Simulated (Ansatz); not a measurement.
# C3H7FSn: small, medium and large basis sets

An exercise on one series of results from a longer session: the logs are not shown, and one member is left open.

Computed with Ansatz 0.2.0, Gaussian basis. Level: one geometry, several basis sets.

Levels to be run: PBE0-D4/def2-SVP; ωB97M-V/def2-SVP; PBE0-D4/def2-QZVPP; ωB97M-V/def2-QZVPP; the functionals' def2-TZVPP values are taken from earlier runs.

## Structure used throughout

All runs share one geometry, relaxed beforehand with PBE0-D4 in a triple-zeta def2 set. Sn takes the def2 core potential; no spin-orbit term is included.

SMILES `C=C[CH2][SnH2][F]`, 12 atoms, charge 0, spin multiplicity 1.

Atoms are counted from 1 here; the program's logs count them from 0.

Bond lengths: C1–C2 1.328 Å, C1–H6 1.086 Å, C1–H7 1.083 Å, C2–C3 1.483 Å, C2–H8 1.088 Å, C3–Sn4 2.150 Å, C3–H9 1.093 Å, C3–H10 1.093 Å, Sn4–F5 1.932 Å, Sn4–H11 1.705 Å, Sn4–H12 1.708 Å. Angles: C2–C1–H6 121.6°, C2–C1–H7 121.3°, H6–C1–H7 117.0°, C1–C2–C3 125.2°, C1–C2–H8 118.9°, C3–C2–H8 115.8°, C2–C3–Sn4 110.3°, C2–C3–H9 112.1°, C2–C3–H10 112.1°, Sn4–C3–H9 105.5°, Sn4–C3–H10 108.0°, H9–C3–H10 108.6°, C3–Sn4–F5 103.0°, C3–Sn4–H11 113.7°, C3–Sn4–H12 115.2°, F5–Sn4–H11 104.7°, F5–Sn4–H12 104.3°, H11–Sn4–H12 114.0°.

Set-up of the first run:

in.yaml

```yaml
crystal:
  periodic: [false, false, false]
  atoms:
    - {symbol: C, position_ang: [-1.413363, -1.547368, 0.367198]}
    - {symbol: C, position_ang: [-0.448320, -0.732141, 0.777695]}
    - {symbol: C, position_ang: [0.793280, -0.430586, 0.025321]}
    - {symbol: Sn, position_ang: [0.718973, 1.567942, -0.762539]}
    - {symbol: F, position_ang: [0.539941, 2.655710, 0.824202]}
    - {symbol: H, position_ang: [-1.342382, -2.086526, -0.572735]}
    - {symbol: H, position_ang: [-2.306431, -1.705346, 0.959217]}
    - {symbol: H, position_ang: [-0.566597, -0.211383, 1.725520]}
    - {symbol: H, position_ang: [1.678517, -0.459800, 0.665284]}
    - {symbol: H, position_ang: [0.944847, -1.117570, -0.810591]}
    - {symbol: H, position_ang: [-0.684741, 1.894611, -1.673036]}
    - {symbol: H, position_ang: [2.163176, 2.117355, -1.491338]}
basis:
  gaussian: {orbitals: def2-SVP}
hamiltonian: {xc: pbe0, dispersion: d4}
output: {orbitals: {seedname: orbitals}}
```

Steps of the session up to this table: PBE0-D4 in def2-SVP; ωB97M-V in def2-SVP; PBE0-D4 in def2-QZVPP; ωB97M-V in def2-QZVPP.

One of the session's tables, all rows but one given; the rest of the session is left out.

It belongs to the step «Density functionals: the series». 

| functional | basis | HOMO (eV) |
| --- | --- | --- |
| PBE0-D4 | def2-SVP | -7.10 |
| PBE0-D4 | def2-TZVPP | -7.16 |
| PBE0-D4 | def2-QZVPP | -7.17 |
| ωB97M-V | def2-SVP | -9.23 |
| ωB97M-V | def2-TZVPP | -9.29 |
| ωB97M-V | def2-QZVPP | ? |

Q: Estimate the row for ωB97M-V, def2-QZVPP from the others.

As computed: HOMO (eV): -9.30. In the column «HOMO (eV)» it is the lowest.
